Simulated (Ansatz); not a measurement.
**CHF3O3S (triflic acid): levels of theory compared**

Wanted: a comparison of 6 runs (HF/6-31G**, HF/def2-SVP, HF/6-31+G*, PBE/6-31G, B3LYP/6-31G*) of CHF3O3S (triflic acid). 

The calculation is run with Ansatz 0.2.0.

3 further runs of the same task are left out: 2 for a known fault of the program, 1 that didn't finish. Runs told in other sessions of the task aren't counted.

## Step 1: Starting point

CHF3O3S: 9 atoms, total charge 0, spin state singlet. As SMILES, `O=S(=O)(O)C(F)(F)F`. The coordinates come from a PBE0-D4/def2-TZVP relaxation. This is one conformer, not always the lowest.

Bond lengths: O1–S2 1.422 Å, S2–O3 1.414 Å, S2–O4 1.577 Å, S2–C5 1.848 Å, C5–F6 1.327 Å, C5–F7 1.320 Å, C5–F8 1.319 Å, O4–H9 0.968 Å. Some angles: O1–S2–O3 123.8°, O1–S2–O4 109.3°, O1–S2–C5 106.8°, O3–S2–O4 107.4°, O3–S2–C5 107.2°, O4–S2–C5 99.5°, S2–C5–F6 109.4°, S2–C5–F7 108.8°, S2–C5–F8 110.4°, F6–C5–F7 109.4°.

## Step 2: Energy and gradient at HF/6-31G(d,p) (spherical functions) (run 1)

molecule.yaml reads:

```yaml
crystal:
  periodic: [false, false, false]
  atoms:
    - {symbol: O, position_ang: [1.462890, -0.581870, 0.985740]}
    - {symbol: S, position_ang: [0.298500, -0.778940, 0.194370]}
    - {symbol: O, position_ang: [0.144480, -1.837650, -0.729970]}
    - {symbol: O, position_ang: [-0.972740, -0.777950, 1.128120]}
    - {symbol: C, position_ang: [0.003130, 0.796730, -0.725230]}
    - {symbol: F, position_ang: [-0.076560, 1.801740, 0.138180]}
    - {symbol: F, position_ang: [1.014380, 1.004120, -1.547510]}
    - {symbol: F, position_ang: [-1.120920, 0.723830, -1.412290]}
    - {symbol: H, position_ang: [-0.753170, -0.350000, 1.968590]}
basis:
  gaussian:
    orbitals: 6-31G_st__st_-spherical.json
hamiltonian:
  xc: hf
accuracy: high
output:
  forces: true
  orbitals: {seedname: orbitals}
```

The basis set 6-31G** is read from a file made from the Basis Set Exchange's data (not shown).

Launch:

```bash
$ ansatz run molecule.yaml --threads 1 --pin off --max-ram 3480MiB --events-out events.jsonl --progress --plain --runs-dir runs
```

The log of the run:

```text
Warning: RAYON_NUM_THREADS=1 ignored (pool sized by the plan → 1); use --threads N
Functional definition: HF
  name "HF"
  exchange = exact_x
  correlation = 0
2757 factors; integrals over basis functions are off by at most 3.4e-9 eV
mean field evaluation 1: about -26079.9625 eV, gradient 7.1e1 eV
mean field evaluation 2: about -26080.1091 eV, gradient 7.1e1 eV
mean field evaluation 4: about -26089.3264 eV, gradient 4.8e0 eV
mean field evaluation 8: about -26089.3982 eV, gradient 5.2e-1 eV
mean field evaluation 16: about -26089.3989 eV, gradient 2.7e-8 eV
mean field -26089.39891417 eV, -958.7677260658 hartree, gradient 2.7e-8 eV, S^2 0.000000; 0 other end points of the search recorded, 0 dependent functions left out
the calculation of the forces begins
reference -26089.39891417 eV, -958.7677260658 hartree; 37, 37 occupied and 84, 84 virtual orbitals, 2757 factors
Total energy: -26089.39891417 eV, -958.7677260658 hartree
Atom 0 at     1.462890    -0.581870     0.985740 Å, force    -0.360712    -0.066373    -0.178085 eV/Å
Atom 1 at     0.298500    -0.778940     0.194370 Å, force    -0.328941     0.459503    -0.496774 eV/Å
Atom 2 at     0.144480    -1.837650    -0.729970 Å, force     0.167028     0.253399     0.224265 eV/Å
Atom 3 at    -0.972740    -0.777950     1.128120 Å, force     0.693468     0.604337     0.720472 eV/Å
Atom 4 at     0.003130     0.796730    -0.725230 Å, force     0.007761     0.107456    -0.055769 eV/Å
Atom 5 at    -0.076560     1.801740     0.138180 Å, force     0.049541    -0.781027    -0.607868 eV/Å
Atom 6 at     1.014380     1.004120    -1.547510 Å, force    -0.721510    -0.147675     0.589181 eV/Å
Atom 7 at    -1.120920     0.723830    -1.412290 Å, force     0.831761     0.031494     0.533430 eV/Å
Atom 8 at    -0.753170    -0.350000     1.968590 Å, force    -0.338395    -0.461114    -0.728852 eV/Å
Dipole moment:    -0.303847     0.423018     0.417901 e Å
```

Wall time 16 s (1 thread of Arm Neoverse V1, shared host); peak memory 0.5 GiB.

## Step 3: Energy and forces at HF/def2-SVP (run 2)

input.yaml reads:

```yaml
basis:
  gaussian:
    orbitals: def2-SVP
crystal:
  periodic: [false, false, false]
  atoms:
    - {symbol: O, position_ang: [1.462890, -0.581870, 0.985740]}
    - {symbol: S, position_ang: [0.298500, -0.778940, 0.194370]}
    - {symbol: O, position_ang: [0.144480, -1.837650, -0.729970]}
    - {symbol: O, position_ang: [-0.972740, -0.777950, 1.128120]}
    - {symbol: C, position_ang: [0.003130, 0.796730, -0.725230]}
    - {symbol: F, position_ang: [-0.076560, 1.801740, 0.138180]}
    - {symbol: F, position_ang: [1.014380, 1.004120, -1.547510]}
    - {symbol: F, position_ang: [-1.120920, 0.723830, -1.412290]}
    - {symbol: H, position_ang: [-0.753170, -0.350000, 1.968590]}
magnetization:
  spin_polarized: false
  initial_magnetization: 0
hamiltonian:
  xc: hf
accuracy: high
output: {forces: true, orbitals: {seedname: orbitals}}
```

Launch:

```bash
$ ansatz run input.yaml --threads 1 --pin off --max-ram 3480MiB --events-out events.jsonl --progress --plain --runs-dir runs
```

The log of the run:

```text
Warning: RAYON_NUM_THREADS=1 ignored (pool sized by the plan → 1); use --threads N
Functional definition: HF
  name "HF"
  exchange = exact_x
  correlation = 0
2657 factors; integrals over basis functions are off by at most 7.7e-9 eV
mean field evaluation 1: about -26063.9686 eV, gradient 7.3e1 eV
mean field evaluation 2: about -26064.2018 eV, gradient 7.3e1 eV
mean field evaluation 4: about -26073.6888 eV, gradient 4.8e0 eV
mean field evaluation 8: about -26073.7650 eV, gradient 5.3e-1 eV
mean field evaluation 16: about -26073.7657 eV, gradient 1.9e-8 eV
mean field -26073.76572380 eV, -958.1932169163 hartree, gradient 2.0e-8 eV, S^2 0.000000; 0 other end points of the search recorded, 0 dependent functions left out
the calculation of the forces begins
reference -26073.76572380 eV, -958.1932169163 hartree; 37, 37 occupied and 84, 84 virtual orbitals, 2657 factors
Total energy: -26073.76572380 eV, -958.1932169163 hartree
Atom 0 at     1.462890    -0.581870     0.985740 Å, force    -0.593777    -0.021823    -0.340025 eV/Å
Atom 1 at     0.298500    -0.778940     0.194370 Å, force    -0.133767    -0.073704    -0.312016 eV/Å
Atom 2 at     0.144480    -1.837650    -0.729970 Å, force     0.155079     0.529421     0.349847 eV/Å
Atom 3 at    -0.972740    -0.777950     1.128120 Å, force     0.786796     0.580076     0.543516 eV/Å
Atom 4 at     0.003130     0.796730    -0.725230 Å, force    -0.055973     0.456962    -0.279501 eV/Å
Atom 5 at    -0.076560     1.801740     0.138180 Å, force     0.063269    -1.002326    -0.852844 eV/Å
Atom 6 at     1.014380     1.004120    -1.547510 Å, force    -1.015241    -0.172864     0.802820 eV/Å
Atom 7 at    -1.120920     0.723830    -1.412290 Å, force     1.141423     0.090632     0.698394 eV/Å
Atom 8 at    -0.753170    -0.350000     1.968590 Å, force    -0.347809    -0.386375    -0.610190 eV/Å
Dipole moment:    -0.288393     0.378227     0.427259 e Å
```

It took 13 s on 1 thread of Arm Neoverse V1, shared host; peak memory 0.47 GiB.

Runs 3 to 5 aren't shown in full; the table further down has their settings and results.

## Step 4: Energy and forces at B3LYP/6-31G(d) (Cartesian functions) (run 6)

in.yaml reads:

```yaml
crystal:
  periodic: [false, false, false]
  atoms:
    - {symbol: O, position_ang: [1.462890, -0.581870, 0.985740]}
    - {symbol: S, position_ang: [0.298500, -0.778940, 0.194370]}
    - {symbol: O, position_ang: [0.144480, -1.837650, -0.729970]}
    - {symbol: O, position_ang: [-0.972740, -0.777950, 1.128120]}
    - {symbol: C, position_ang: [0.003130, 0.796730, -0.725230]}
    - {symbol: F, position_ang: [-0.076560, 1.801740, 0.138180]}
    - {symbol: F, position_ang: [1.014380, 1.004120, -1.547510]}
    - {symbol: F, position_ang: [-1.120920, 0.723830, -1.412290]}
    - {symbol: H, position_ang: [-0.753170, -0.350000, 1.968590]}
basis:
  gaussian:
    orbitals: "6-31G*"
magnetization:
  spin_polarized: false
hamiltonian:
  xc: {name: B3LYP}
accuracy: high
output: {forces: true, orbitals: {seedname: orbitals}}
```

Launch:

```bash
$ ansatz run in.yaml --threads 1 --pin off --max-ram 3480MiB --events-out events.jsonl --progress --plain --runs-dir runs
```

The log of the run:

```text
Warning: RAYON_NUM_THREADS=1 ignored (pool sized by the plan → 1); use --threads N
Functional definition: B3LYP
  name "B3LYP"
  parameter a0 = 0.2
  parameter ax = 0.72
  parameter ac = 0.81
  exchange = (1 - a0 - ax)*slater_x + ax*b88_x + a0*exact_x
  correlation = (1 - ac)*vwn_rpa_c + ac*lyp_c
2724 factors; integrals over basis functions are off by at most 3.7e-9 eV
mean field evaluation 1: about -26164.3085 eV, gradient 8.9e1 eV
mean field evaluation 2: about -26129.9226 eV, gradient 1.7e2 eV
mean field evaluation 4: about -26176.8411 eV, gradient 9.5e0 eV
mean field evaluation 8: about -26177.1908 eV, gradient 7.5e-1 eV
mean field evaluation 16: about -26177.1920 eV, gradient 2.9e-4 eV
mean field -26177.19196373 eV, -961.9940611290 hartree, gradient 5.9e-8 eV, S^2 0.000000; 0 other end points of the search recorded, 0 dependent functions left out
the calculation of the forces begins
reference -26177.19199320 eV, -961.9940622120 hartree; 37, 37 occupied and 89, 89 virtual orbitals, 2724 factors
Total energy: -26177.19199320 eV, -961.9940622120 hartree
Atom 0 at     1.462890    -0.581870     0.985740 Å, force     1.928178     0.301030     1.357222 eV/Å
Atom 1 at     0.298500    -0.778940     0.194370 Å, force    -0.285433     1.241854    -0.702166 eV/Å
Atom 2 at     0.144480    -1.837650    -0.729970 Å, force    -0.261467    -1.846869    -1.541753 eV/Å
Atom 3 at    -0.972740    -0.777950     1.128120 Å, force    -1.363084    -0.150880     0.692059 eV/Å
Atom 4 at     0.003130     0.796730    -0.725230 Å, force     0.009783    -0.112418     0.078175 eV/Å
Atom 5 at    -0.076560     1.801740     0.138180 Å, force    -0.028541     0.428836     0.443715 eV/Å
Atom 6 at     1.014380     1.004120    -1.547510 Å, force     0.510244     0.070881    -0.390968 eV/Å
Atom 7 at    -1.120920     0.723830    -1.412290 Å, force    -0.539640    -0.081792    -0.318669 eV/Å
Atom 8 at    -0.753170    -0.350000     1.968590 Å, force     0.029962     0.149359     0.382386 eV/Å
Dipole moment:    -0.275358     0.403671     0.370573 e Å
```

It took 30 s on 1 thread of Arm Neoverse V1, shared host; peak memory 0.57 GiB.

## Step 5: All runs side by side

```csv
run,level,Cartesian functions,energy (Eh),dipole moment (D),HOMO energy (eV),LUMO energy (eV),wall time
1,HF/6-31G** (spherical functions),no,-958.767726,3.21,-14.00,4.61,16 s
2,HF/def2-SVP,no,-958.193217,3.07,-14.18,3.90,13 s
3,HF/6-31+G* (spherical functions),no,-958.779199,3.13,-14.25,1.57,26 s
4,PBE/6-31G,no,-960.855313,3.17,-8.34,-1.44,14 s
5,B3LYP/6-31G* (spherical functions),no,-961.984026,2.95,-9.39,0.47,28 s
6,B3LYP/6-31G* (Cartesian functions),yes,-961.994062,2.95,-9.40,0.45,30 s
```

## Step 6: What came out

```
                       quantity          value
            run 6: total energy  -961.99406 Eh
           run 6: dipole moment         2.95 D
             run 6: HOMO energy       -9.40 eV
             run 6: LUMO energy        0.45 eV
           run 6: HOMO–LUMO gap        9.85 eV
run 6: largest force on an atom     2.420 eV/Å
```

**Reading.** The dipole moment (its size) runs from 2.95 D (B3LYP/6-31G*) to 3.21 D (HF/6-31G**). The two ends differ in method and basis. The HOMO–LUMO gap runs from 6.90 eV (PBE/6-31G) to 18.61 eV (HF/6-31G**). Totals of different functionals can't be ranked against each other. All runs together took 2.1 min, the longest 30 s.
